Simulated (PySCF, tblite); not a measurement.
# C₄H₁₀Cl₂SSi₂: geometry, infrared bands and NMR shifts

What infrared bands and NMR shifts should C₄H₁₀Cl₂SSi₂ (`CC(=S)C[SiH2][Si@@H](Cl)CCl`) show?

Programs: tblite 0.8.0 and PySCF 2.14.0, with density-fitted response routines of our own. Each step states its level of theory. These are calculated values for one molecule in the gas phase, unless marked as measured. Atoms count from 0, in the outputs and in this text.

## (1) Starting geometry

19 atoms, charge 0, multiplicity 1; geometry from: force field or distance geometry start.

Bonds of the start (Å): C0–C1 1.50, C1–S2 1.68, C1–C3 1.52, C3–Si4 1.85, Si4–Si5 2.30, Si5–Cl6 2.06, Si5–C7 1.85, C7–Cl8 1.78, C0–H9 1.09, C0–H10 1.10, C0–H11 1.10, C3–H12 1.10, C3–H13 1.10, Si4–H14 1.49, Si4–H15 1.48, Si5–H16 1.49, C7–H17 1.08, C7–H18 1.10.

## (2) Geometry optimisation with GFN2-xTB

Job settings and geometry (Å):

```
{"job": {"kind": "relax", "xc": "GFN2-xTB", "basis": "xTB"}, "charge": 0, "multiplicity": 1}
C     -2.845300    -0.195400    -0.473500
C     -1.741200    -0.143700     0.534400
S     -1.690400     1.052900     1.719400
C     -0.634800    -1.180600     0.460400
Si     0.548000    -1.054000    -0.954300
Si     1.738500     0.913800    -0.895300
Cl     0.517600     2.473800    -1.444800
C      2.422600     1.229700     0.790200
Cl     3.622400    -0.023500     1.206400
H     -2.519000     0.259900    -1.404200
H     -3.135600    -1.234600    -0.667000
H     -3.747300     0.337900    -0.123300
H     -1.132100    -2.165600     0.425400
H     -0.056100    -1.197700     1.401100
H     -0.222200    -1.141000    -2.230900
H      1.471100    -2.215300    -0.916000
H      2.822400     0.894800    -1.917600
H      2.924600     2.185500     0.843800
H      1.647200     1.212200     1.568400
```

On the command line:

```
> OMP_NUM_THREADS=1 python probes_run.py task.json out
```

The driver reads the jobs from task.json and runs them one after another.

**Question.** This job is followed by: GFN2-xTB harmonic vibrations, gas phase; GIAO PBE0/pcSseg-1 NMR shielding, non-relativistic, gas phase. Predict these results of the whole session: strongest single infrared mode (GFN2-xTB); zero-point energy (GFN2-xTB); 13C shifts against TMS (PBE0/pcSseg-1); 1H shifts against TMS (PBE0/pcSseg-1, means over atoms taken as alike); 33S shifts against CS2 (PBE0/pcSseg-1); 29Si shifts against TMS (PBE0/pcSseg-1); 35Cl shifts against HCl (PBE0/pcSseg-1); surface potential, 1st and 99th percentile.

**Answer**, as computed:

| quantity | value |
| --- | --- |
| strongest single infrared mode (GFN2-xTB) | 2188 cm⁻¹, 284 km/mol |
| zero-point energy (GFN2-xTB) | 78.6 kcal/mol |
| 13C shifts against TMS (PBE0/pcSseg-1) | 274.3, 47.4, 43.1, 35.0 ppm |
| 1H shifts against TMS (PBE0/pcSseg-1, means over atoms taken as alike) | 5.23, 4.42, 4.26, 4.20, 3.97, 3.36, 3.35, 3.09 ppm |
| 33S shifts against CS2 (PBE0/pcSseg-1) | 904 ppm |
| 29Si shifts against TMS (PBE0/pcSseg-1) | -12.6, -68.6 ppm |
| 35Cl shifts against HCl (PBE0/pcSseg-1) | 9, -26 ppm |
| surface potential, 1st and 99th percentile | -0.97 V and 1.34 V |

**Reading.** Relaxing lowered the energy by 0.337 eV in 95 steps; the close pair that moved most is C3–Si4, from 1.848 to 1.937 Å. All 51 modes are real, so the xTB geometry is a minimum. The strongest single mode, at 2188 cm⁻¹, moves mainly H14. Unscaled tight-binding wavenumbers are off by several per cent, some by more. Its intensities can rank the bands wrongly. The most deshielded carbon is C1 (thiocarbonyl carbon), at 274.3 ppm: low-lying n→π* states of the double bond to the heteroatom give a large paramagnetic term (-348 ppm). At PBE0/pcSseg-1: The largest span, 1932 ppm, is at S2, where the paramagnetic term is -1459 ppm. By nearest atom (PBE0/pcSseg-1), the HOMO sits on S2 80 % and the LUMO on C1 40 %; S2 34 %.
